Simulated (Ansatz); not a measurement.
# WOF4: basis-set convergence

The task here is to estimate one member of a computed series from the others.

Program: Ansatz 0.2.0, Gaussian basis. Level of theory: one geometry, several basis sets. These are calculated values, not measurements.

Levels to be run: PBE0-D4/def2-SVP; ωB97M-V/def2-SVP; PBE0-D4/def2-QZVPP; ωB97M-V/def2-QZVPP; the functionals' def2-TZVPP values are taken from earlier runs.

1 further run of the same task is left out (for a known fault of the program).

## The relaxed structure

The geometry comes from an earlier relaxation with PBE0-D4 in a triple-zeta def2 set; it is a stationary point. W takes the def2 core potential; no spin-orbit term is included.

SMILES `[O]=[W]([F])([F])([F])[F]`, 6 atoms, charge 0, spin multiplicity 1.

Atoms are counted from 1 here; the program's logs count them from 0.

Bond lengths: O1–W2 1.670 Å, W2–F3 1.848 Å, W2–F4 1.848 Å, W2–F5 1.848 Å, W2–F6 1.848 Å. Angles: O1–W2–F3 105.2°, O1–W2–F4 105.0°, O1–W2–F5 105.2°, O1–W2–F6 105.0°, F3–W2–F4 86.1°, F3–W2–F5 149.6°, F3–W2–F6 86.1°, F4–W2–F5 86.1°, F4–W2–F6 150.0°, F5–W2–F6 86.1°.

Set-up of the first run:

in.yaml

```yaml
crystal:
  periodic: [false, false, false]
  atoms:
    - {symbol: O, position_ang: [-1.647035, -0.363582, -0.280605]}
    - {symbol: W, position_ang: [-0.034216, -0.019478, -0.014500]}
    - {symbol: F, position_ang: [-0.012156, 1.089313, 1.463324]}
    - {symbol: F, position_ang: [0.299515, 1.503985, -1.005544]}
    - {symbol: F, position_ang: [0.880422, -0.928404, -1.337763]}
    - {symbol: F, position_ang: [0.555368, -1.345935, 1.128887]}
basis:
  gaussian: {orbitals: def2-SVP}
hamiltonian: {xc: pbe0, dispersion: d4}
output: {orbitals: {seedname: orbitals}}
```

The run is started by

```sh
$ ansatz run in.yaml --threads 2 --pin off --events-out ev --progress --plain --max-ram 32768MiB --backend cpu
```

Steps of the session up to this table: PBE0-D4 in def2-SVP; ωB97M-V in def2-SVP; PBE0-D4 in def2-QZVPP; ωB97M-V in def2-QZVPP.

One of the session's tables, all rows but one given; the rest of the session is left out.

It belongs to the step «Density functionals: the series». 

```
functional       basis  HOMO (eV)  LUMO (eV)
   PBE0-D4    def2-SVP     -11.69      -4.14
   PBE0-D4  def2-TZVPP     -11.65      -3.97
   PBE0-D4  def2-QZVPP     -11.67      -3.98
   ωB97M-V    def2-SVP     -14.09      -1.82
   ωB97M-V  def2-TZVPP          ?          ?
   ωB97M-V  def2-QZVPP     -14.08      -1.68
```

Estimate the missing values for ωB97M-V, def2-TZVPP.

The run gave: HOMO (eV): -14.06; LUMO (eV): -1.65. In the column «HOMO (eV)» it lies between ωB97M-V, def2-QZVPP (-14.08) and PBE0-D4, def2-SVP (-11.69).
